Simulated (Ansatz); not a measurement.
Run this with the Ansatz DFT code, driven from Python and show what comes out.

`c2h3alte_methods.py`:
```python
"""One geometry of C2H3AlTe, method by method."""

from pathlib import Path
import warnings

import ansatz as az
import numpy as np

BASIS = "def2-SVP"


def main() -> None:
    warnings.simplefilter("ignore", az.DeckWarning)

    geometry_ang = [
        ("Te", [-2.2692, -0.4299, -0.8468]),
        ("C", [-0.3699, -0.2856, -0.0465]),
        ("C", [0.4259, -0.2977, 1.1176]),
        ("Al", [1.482, -0.0987, -0.4103]),
        ("H", [-2.4562, 1.3338, -0.7578]),
        ("H", [0.5129, -0.3566, 2.2106]),
        ("H", [2.7357, 0.0666, -1.3125]),
    ]
    c2h3alte = az.Crystal.molecule()
    for symbol, xyz in geometry_ang:
        c2h3alte = c2h3alte.atom(symbol, xyz)

    setup = c2h3alte.calculation().basis(gaussian=BASIS)

    print("functional    E (Ha)        dipole (D)   HOMO (eV)  LUMO (eV)")
    for name in ["r2scan", "blyp", "b3lyp", "hf", "lc_wpbe"]:
        report = setup.functional(name).forces().orbitals().run(threads=1, runs_dir="runs").report
        lines = Path(report["orbitals_path"]).read_text().splitlines()
        field_of = lambda key: [line.split("=")[1].strip() for line in lines if line.startswith(key)]
        orbitals = [(27.211386 * float(e), s, float(n)) for e, s, n in zip(field_of("Ene="), field_of("Spin="), field_of("Occup="))]
        homo = max(e for e, _, n in orbitals if n > 0.5)
        lumo = min(e for e, _, n in orbitals if n < 0.5)
        dipole = 4.803205 * np.linalg.norm(report["charge_distribution"]["dipole_moment_e_ang"])
        print(f"{name:10s} {report['free_energy_ev'] / 27.211386246:14.6f} {dipole:9.3f} {homo:11.3f} {lumo:10.3f}")


if __name__ == "__main__":
    main()
```

```console
$ python c2h3alte_methods.py
functional    E (Ha)        dipole (D)   HOMO (eV)  LUMO (eV)
r2scan        -588.232939     2.025      -4.470     -2.004
blyp          -588.119031     1.734      -4.080     -1.976
b3lyp         -588.313407     1.897      -5.040     -1.420
hf            -586.125443     2.340      -7.455      1.907
lc_wpbe       -588.083520     2.076      -7.689      0.961
```

Reading the output:
- Total energies depend on the basis set; only differences at equal settings carry meaning.
- The geometry is a force-field or estimated start, not a minimum of this method, and the basis set is short of its limit. A lower total doesn't mark the better method: functionals have no common bound, and MP2 and coupled cluster aren't variational.
- def2 sets replace the cores of elements past krypton by effective core potentials.
- b3lyp holds the VWN-RPA fit, as in Gaussian; the form of ORCA and Turbomole is b3lyp5.
- Levels such as HOMO and LUMO are orbital energies: with these approximate functionals they aren't the ionisation energy and electron affinity, and their gap isn't the fundamental gap.
- Wall time of the script: 16 s on 1 thread of Arm Neoverse V2 (shared host), peak memory 0.26 GiB.
